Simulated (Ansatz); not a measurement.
Runs of Ansatz 0.2.0 on HfIn4SiO6. It takes space group C2 (No. 5, monoclinic). Conventional cell: a = 5.432 Å, b = 9.407 Å, c = 7.636 Å, α = 90.00°, β = 104.07°, γ = 90.00°. Around Hf (site symmetry 2) lie 6 O at 2.13 to 2.14 Å. Around In (site symmetry 2) lie 2 O at 2.73 Å and 4 In at 3.12 Å. In (site symmetry 2) is surrounded by 6 O at 2.23 Å. Around In (site symmetry 2) lie 2 O at 2.73 Å and 3 In at 3.07 to 3.12 Å. Around In (site symmetry 2) lie 2 O at 2.73 Å and 3 In at 3.07 to 3.12 Å. Si (site symmetry 2) has 6 O at 1.85 Å as nearest neighbours. Around O (site symmetry 1) lie 1 Si at 1.85 Å. O (site symmetry 1) is surrounded by 1 Si at 1.85 Å. The cell was built by a generator and needn't be a form met in nature.

```csv
task,level,cell,k mesh,points for each segment of the path,gap on the mesh (eV),pressure (GPa),relaxed volume (Å³/atom),largest force (eV/Å)
band structure,revPBE,as given,6 × 6 × 4,10,none,2.3,-,(b)
relaxation of cell and atoms,BLYP,relaxed,4 × 4 × 3,-,none,0.0,16.46,0.01
relaxation of cell and atoms,revPBE,relaxed,4 × 4 × 3,-,none,0.0,16.14,0.01
band structure,BLYP,as given,6 × 6 × 4,10,none,(a),-,0.10
```

Alike in all rows: potentials or basis Ansatz PAW; no spin polarisation; cutoff (eV) 420; smearing fermi-dirac 0.05 eV.

Estimate the missing entries.

(a) 4.2; (b) 0.11.

Caveats: the PAW data sets come from PBE, with cores solved anew for the run's functional, which leaves a small shift of forces and pressure; spin-orbit coupling is left out, which moves the levels of the heavy elements (some runs); the plane-wave basis is chosen anew once the cell has moved, so the energies of steps on either side of that aren't comparable (some runs).

A k mesh can miss the band edges, and the runs leave out spin-orbit coupling on Hf, In.

A gap of «none» marks a metal or a gap under the smearing width.

Runs at the PBE level aren't shown here.
